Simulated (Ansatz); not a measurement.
# CH₄AlNSi: how energies converge with the basis set

An exercise on one series of results from a longer session: the logs are not shown, and one member is left open.

Computed with Ansatz 0.2.0, Gaussian basis. Level: one geometry, several basis sets.

The runs, in order: PBE0-D4/def2-SVP; ωB97M-V/def2-SVP; PBE0-D4/def2-QZVPP; ωB97M-V/def2-QZVPP; the functionals' def2-TZVPP values are taken from earlier runs.

## Structure used throughout

An earlier PBE0-D4 in a triple-zeta def2 set relaxation fixed the geometry.

SMILES `[CH]1=N[SiH2][AlH]1`, 8 atoms, charge 0, spin multiplicity 1.

Atoms are counted from 1 here; the program's logs count them from 0.

Bond lengths: C1–N2 1.284 Å, C1–Al4 2.003 Å, C1–H5 1.099 Å, N2–Si3 1.795 Å, Si3–Al4 2.427 Å, Si3–H6 1.490 Å, Si3–H7 1.490 Å, Al4–H8 1.597 Å. Angles: N2–C1–Al4 104.0°, N2–C1–H5 117.8°, Al4–C1–H5 138.2°, C1–N2–Si3 111.1°, N2–Si3–Al4 75.3°, N2–Si3–H6 110.3°, N2–Si3–H7 110.3°, Al4–Si3–H6 123.9°, Al4–Si3–H7 123.9°, H6–Si3–H7 106.7°, C1–Al4–Si3 69.7°, C1–Al4–H8 137.6°, Si3–Al4–H8 152.7°.

The first run:

File in.yaml:

```yaml
crystal:
  periodic: [false, false, false]
  atoms:
    - {symbol: C, position_ang: [-0.590394, 0.317492, -1.205004]}
    - {symbol: N, position_ang: [0.456844, 0.917613, -0.766647]}
    - {symbol: Si, position_ang: [0.971682, 0.243616, 0.815871]}
    - {symbol: Al, position_ang: [-0.998696, -1.038632, 0.211730]}
    - {symbol: H, position_ang: [-1.001582, 0.643641, -2.170863]}
    - {symbol: H, position_ang: [0.981804, 1.312315, 1.854511]}
    - {symbol: H, position_ang: [2.363882, -0.280530, 0.726093]}
    - {symbol: H, position_ang: [-2.091541, -2.172613, 0.478509]}
basis:
  gaussian: {orbitals: def2-SVP}
hamiltonian: {xc: pbe0, dispersion: d4}
output: {orbitals: {seedname: orbitals}}
```

Launch:

```sh
$ ansatz run in.yaml --threads 2 --pin off --events-out ev --progress --plain --max-ram 4352MiB
```

Steps of the session up to this table: PBE0-D4 in def2-SVP; ωB97M-V in def2-SVP; PBE0-D4 in def2-QZVPP; ωB97M-V in def2-QZVPP.

One table of the session follows, with a row left open; its other results are not shown here.

It belongs to the step «Density functionals: the series». 

| functional | basis | HOMO (eV) | LUMO (eV) |
| --- | --- | --- | --- |
| PBE0-D4 | def2-SVP | -6.17 | -2.25 |
| PBE0-D4 | def2-TZVPP | -6.26 | -2.28 |
| PBE0-D4 | def2-QZVPP | ? | ? |
| ωB97M-V | def2-SVP | -8.30 | -0.44 |
| ωB97M-V | def2-TZVPP | -8.42 | -0.52 |
| ωB97M-V | def2-QZVPP | -8.44 | -0.62 |

Estimate the missing values for PBE0-D4, def2-QZVPP.

**Answer.** HOMO (eV): -6.29; LUMO (eV): -2.31. In the column «HOMO (eV)» it lies between ωB97M-V, def2-SVP (-8.30) and PBE0-D4, def2-TZVPP (-6.26).
